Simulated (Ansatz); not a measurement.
# SiSe (P-6m2) in Ansatz: a series of runs, part 2 of 2

Ansatz 0.2.0.

### Step 3. Relaxation of cell and atoms, r2SCAN+D3(BJ)

The input, input.yaml:

```yaml
crystal:
  lattice:
    - [3.5952, 0.0, 0.0]
    - [-1.7976, 3.11353, 0.0]
    - [0.0, 0.0, 3.59873]
  atoms:
    - { symbol: Si, position: [0.66667, 0.33333, 0.5] }
    - { symbol: Se, position: [0.0, 0.0, 0.0] }
hamiltonian:
  xc: r2scan
  pseudopotentials: { kind: paw }
  dispersion: d3bj
kpoints:
  mp_grid: { grid: [9, 9, 7] }
scf:
  occupations: { method: fermi_dirac, width: 0.05 }
output:
  forces: true
  stress: true
  eigenvalues: true
relax:
  f_tol: 0.01
  max_steps: 40
  cell: { stress_tol: 0.05 }
```

Potentials or basis: Ansatz PAW.

Command:

```bash
$ ansatz run input.yaml --threads 2 --pin off --max-ram 5632MiB --backend cpu --events-out ev --progress --plain --runs-dir out
```

Standard output:

```text
Warning: the atoms were moved onto the symmetric positions of the space group found under crystal.symmetry.tolerance 1.0e-5 (fractional; no operation is sought that the atoms, as they stand in a round, miss by more than twice it, and no atom is moved by as much as it), and the run uses the moved positions. Before a round's move an operation carried an atom to 1.80e-5 Å from where it should land, the largest such distance. Atom 0 (counting from 0) moved farthest, by 2.08e-5 Å; the longest move in fractions of the cell, of whichever atom, is 0.47 of the tolerance, in 1 round. To run the atoms as typed, lower crystal.symmetry.tolerance until the operations that they miss are no longer found, or set crystal.symmetry.detect: false (a key that needs symmetry detection or time reversal refuses this as the deck is read). The positions used, in the order of the run's atom list: position: [0.6666666666666667, 0.3333333333333333, 0.5]; position: [5.5510939473021013e-17, -1.8503646491007004e-17, 0.0]; The lattice was moved too: crystal.lattice keeps the space group found at crystal.symmetry.tolerance 1.0e-5 only nearly: the operation that it misses by the most changes a squared length by the fraction 2.52e-6. The run uses the lattice that is a stretch of the typed one, with no rotation, onto the one that keeps every operation to a double's rounding (on a very oblique basis the stretch itself rounds by more); the deck's lattice vector that moved farthest moved by 2.62e-6 Å. To run the lattice as typed, set crystal.symmetry.tolerance under 2.52e-6, the least fraction by which an operation that the lattice misses changes a squared length (the same key also sets how far an atom may lie from its image, so lowering it can lose operations that the atoms keep only within it), or set crystal.symmetry.detect: false, as for the atoms. crystal.lattice made exact, in Å and degrees: [[3.5951973836309277, 0.0, 0.0], [-1.7975986918154638, 3.1135322658437317, 0.0], [0.0, 0.0, 3.59873]]. Pasted over the deck's crystal.lattice, beside positions in fractional coordinates, it runs the same cell (given as lengths and angles, that cell in the form's own orientation, a rigid turn of the misfit's size from the one run here, for which a checkpoint.post_process_only pass over this run's state can be refused: where this run relaxes nothing, give such a pass this deck's own crystal.lattice, as typed; behind a relaxation, as crystal.lattice, the state's own cell, identity.cell in its checkpoint.json), and a matrix so pasted ends this notice, except on a very skew basis of the lattice, where the rounding of the pasted numbers themselves can read as a misfit: the cell is then moved again, and that move is told again. The lattice as run is in this notice's lattice.as_run_ang field (Run.prep()["deck_notices"] in Python, the deck_notice line of an events file, deck_notices of ansatz run --dry-run=json, or deck_notices in record.json in the deck's checkpoint.write directory).
Warning: the engine holds no damping parameters fitted to this dispersion correction and functional, so the run takes those fitted to r2scan beside the three-body term, which d3bj leaves out (hamiltonian.dispersion, under Limitations)
Warning: RAYON_NUM_THREADS=2 ignored (pool sized by the plan → 2); use --threads N
Engine: ansatz 0.2.0, x86_64-unknown-linux-gnu
Pseudopotentials: kind: paw
Pseudopotential: Si, paw, valence charge 4, recommended cutoff 500 eV (meta_gga), Si.paw.azcp
Pseudopotential: Se, paw, valence charge 16, recommended cutoff 500 eV (meta_gga), Se.paw.azcp
Functional definition: r2SCAN
  parameter k0 = 0.174
  parameter k1 = 0.065
  parameter a1 = 4.9479
  exchange = r2scan_x(k0 = k0, k1 = k1, a1 = a1)
  correlation = r2scan_c
Crystal: 2 atoms, lattice volume = 40.283 Å³
Basis set: ecut = 500 eV, 1057 PW (Γ), exchange–correlation on 108×108×108 points (64 copies of the dense FFT grid, shifted against one another)
Bands: 14, of which v1, the nominal top of the filled ones, is band 10 counted from 1 (9 counted from 0)
Symmetry: 12 space group operations
Space group: P-6m2 (ITA 187), of the structure as read, at distance tolerance 3.4e-5 Å
k-points: 48 of 567 (time reversal used)
[... 78 lines left out ...]
  E_vpaw       = 204.312256  (= ΣTr[D̂ρ^β])
  E_aug_tail   = -0.000204  (compensation charges beyond the density's cutoff)
  E_vtau       = 7.347038  (kinetic-family band-sum trace: ∫τ·v_τ [+ j·A + Jᵃ·Aᵃ] dr)
  E_ewald      = -1838.443637
  E_disp       = -0.354499  (pairwise vdW)
  E_core_change = -1.841203  (= ΣΔE_core)
  E_smearing   = -0.007276  (= −TS)
  E_closure    = 0.000000  (closes the sum)
  Σ components = -6116.818806   (vs F -6116.818806, Δ=0.00e0)
--- Forces (eV/Å), atoms counted from 1 ---
  atom   1  Si     0.00000000     0.00000000     0.00000000
  atom   2  Se    -0.00000000     0.00000000     0.00000000
  max |Σ_I F_I| component: 1.76e-16 eV/Å
--- Stress (GPa, compression-positive) ---
       -0.005851      -0.000000       0.000000
        0.000000      -0.005851      -0.000000
        0.000000      -0.000000      -0.010435
  P = ⅓ Tr σ = -0.0074 GPa (-0.074 kbar)
--- Band table (eV; the first three rows and the last of 48) ---
  k-point 0: bands = ["-39.7213", "-39.7107", "-39.7107", "-39.6786", "-39.6786", "-6.6823", "4.7940", "5.3365", "7.5163", "7.5163", "12.6004", "12.6004", "13.4457", "16.8588"]
  k-point 1: bands = ["-39.7210", "-39.7108", "-39.7108", "-39.6786", "-39.6786", "-6.5025", "2.6193", "7.4208", "7.6781", "7.6781", "12.6712", "12.6712", "14.1237", "16.2656"]
  k-point 2: bands = ["-39.7203", "-39.7109", "-39.7109", "-39.6786", "-39.6786", "-6.0167", "0.5096", "8.1050", "8.1050", "9.3299", "12.7112", "12.7112", "14.2443", "16.8614"]
  k-point 47: bands = ["-39.7189", "-39.7116", "-39.7115", "-39.6776", "-39.6775", "-3.9164", "2.4716", "3.2451", "4.1141", "4.9434", "7.7001", "15.7816", "16.3589", "19.6257"]
--- Relaxed structure (4 steps of the walk, 4 accepted, 1 SCFs on fresh bases) ---
  F+E_penalty+E_count = -6116.81880575 eV   max|allowed force component| = 6.014e-17 eV/Å   (the final SCF, on the basis selected at the relaxed cell)
  cell:  # Å, volume = 39.3680 Å³
    - [3.558083742129576, -4.120441932248475e-18, -4.7130084521122285e-34]
    - [-1.779041871064788, 3.0813909094766125, -2.891247978232413e-34]
    - [-4.717639421994804e-34, -6.065536399707606e-34, 3.5907127534783703]
  atoms:
    - { symbol: Si, position: [0.6666666666666667, 0.3333333333333333, 0.5] }
    - { symbol: Se, position: [5.5510939473021e-17, -1.8503646491007004e-17, -1.1869459682199748e-66] }
```

It took 6 s on 2 threads of AMD EPYC 9R45 (Zen 5), shared host; peak memory 0.51 GiB.

Results:

| Property | Result |
| --- | --- |
| Free energy | -6116.8188 eV |
| Relaxed volume | 19.68 Å³/atom |
| Relaxed cell | a = 3.558 Å, b = 3.558 Å, c = 3.591 Å, α = 90.00°, β = 90.00°, γ = 120.00° |
| Space group after relaxing (to 0.05 Å) | P-6m2 (No. 187) |
| Energy gained by relaxing | 1.8 meV/atom |
| Ionic steps | 5 |
| Pressure after relaxing | 0.0 GPa |
| Band gap on the k mesh | none (metal or under the smearing width) |

Step by step:
```csv
step,energy change (eV),largest force (eV/Å),volume (Å³)
1,0.0000,0.0000,40.28
2,-0.0034,0.0000,39.26
3,-0.0037,0.0000,39.34
4,-0.0037,0.0000,39.37
5,-0.0037,0.0000,39.37
```

Final structure:
```yaml
crystal:
  lattice:
    - [3.55808, 0.00000, 0.00000]
    - [-1.77904, 3.08139, 0.00000]
    - [0.00000, 0.00000, 3.59071]
  atoms:
    - { symbol: Si, position: [0.66667, 0.33333, 0.50000] }
    - { symbol: Se, position: [0.00000, 0.00000, 0.00000] }
```

Caveat: the plane-wave basis is chosen anew once the cell has moved, so the energies of steps on either side of that aren't comparable; pairwise dispersion overbinds metals, which lowers pressure and volume; the PAW data sets come from PBE, with cores solved anew for the run's functional, which leaves a small shift of forces and pressure; the dispersion damping was fitted for another functional or another form of the correction.

### Step 4. Relaxation of cell and atoms, r2SCAN+D3(BJ)-ATM

Changes to input.yaml since step 3:

```diff
@@ -11,3 +11,3 @@
   pseudopotentials: { kind: paw }
-  dispersion: d3bj
+  dispersion: d3bjatm
 kpoints:
```

Command:

```bash
$ ansatz run input.yaml --threads 2 --pin off --max-ram 5632MiB --backend cpu --events-out ev --progress --plain --runs-dir out
```

It took 5.7 s on 2 threads of AMD EPYC 9R45 (Zen 5), shared host; peak memory 0.51 GiB.

Results (log left out):

- Free energy: -6116.7766 eV
- Relaxed volume: 19.80 Å³/atom
- Relaxed cell: a = 3.567 Å, b = 3.567 Å, c = 3.595 Å, α = 90.00°, β = 90.00°, γ = 120.00°
- Space group after relaxing (to 0.05 Å): P-6m2 (No. 187)
- Energy gained by relaxing: 1.0 meV/atom
- Ionic steps: 5
- Pressure after relaxing: 0.0 GPa
- Band gap on the k mesh: none (metal or under the smearing width)

Step by step:
```csv
step,energy change (eV),largest force (eV/Å),volume (Å³)
1,0.0000,0.0000,40.28
2,-0.0018,0.0000,39.52
3,-0.0021,0.0000,39.59
4,-0.0021,0.0000,39.61
5,-0.0021,0.0000,39.61
```

Final structure:
```xyz
2
Lattice="3.5667 0.0000 0.0000 -1.7833 3.0888 0.0000 0.0000 0.0000 3.5952" Properties=species:S:1:pos:R:3 pbc="T T T"
Si    1.7833    1.0296    1.7976
Se    0.0000    0.0000    0.0000
```

Levels at points of the mesh, in eV from the Fermi level:
| k point | band 6 | band 7 | band 8 | band 9 | band 10 | band 11 | band 12 | band 13 | band 14 |
| --- | --- | --- | --- | --- | --- | --- | --- | --- | --- |
| (0.00, 0.00, 0.00) | -16.23 | -4.83 | -4.23 | -2.08 | -2.08 | 2.99 | 2.99 | 3.86 | 7.21 |

Caveat: the plane-wave basis is chosen anew once the cell has moved, so the energies of steps on either side of that aren't comparable; pairwise dispersion overbinds metals, which lowers pressure and volume; the PAW data sets come from PBE, with cores solved anew for the run's functional, which leaves a small shift of forces and pressure.

### Step 5. The runs side by side

| level | gap on the mesh (eV) | pressure (GPa) | relaxed volume (Å³/atom) |
| --- | --- | --- | --- |
| r2SCAN | none | 0.0 | 20.18 |
| r2SCAN+D3(BJ) | none | 0.0 | 19.68 |
| r2SCAN+D3(BJ)-ATM | none | 0.0 | 19.80 |

Alike in all rows: task relaxation of cell and atoms; potentials or basis Ansatz PAW; no spin polarisation; cell relaxed; k mesh 9 × 9 × 7; cutoff (eV) 500; smearing fermi-dirac 0.05 eV.

Caveats: the plane-wave basis is chosen anew once the cell has moved, so the energies of steps on either side of that aren't comparable; the PAW data sets come from PBE, with cores solved anew for the run's functional, which leaves a small shift of forces and pressure; pairwise dispersion overbinds metals, which lowers pressure and volume (some runs); the dispersion damping was fitted for another functional or another form of the correction (some runs).

Absolute energies hang on the potentials; compare differences alone.
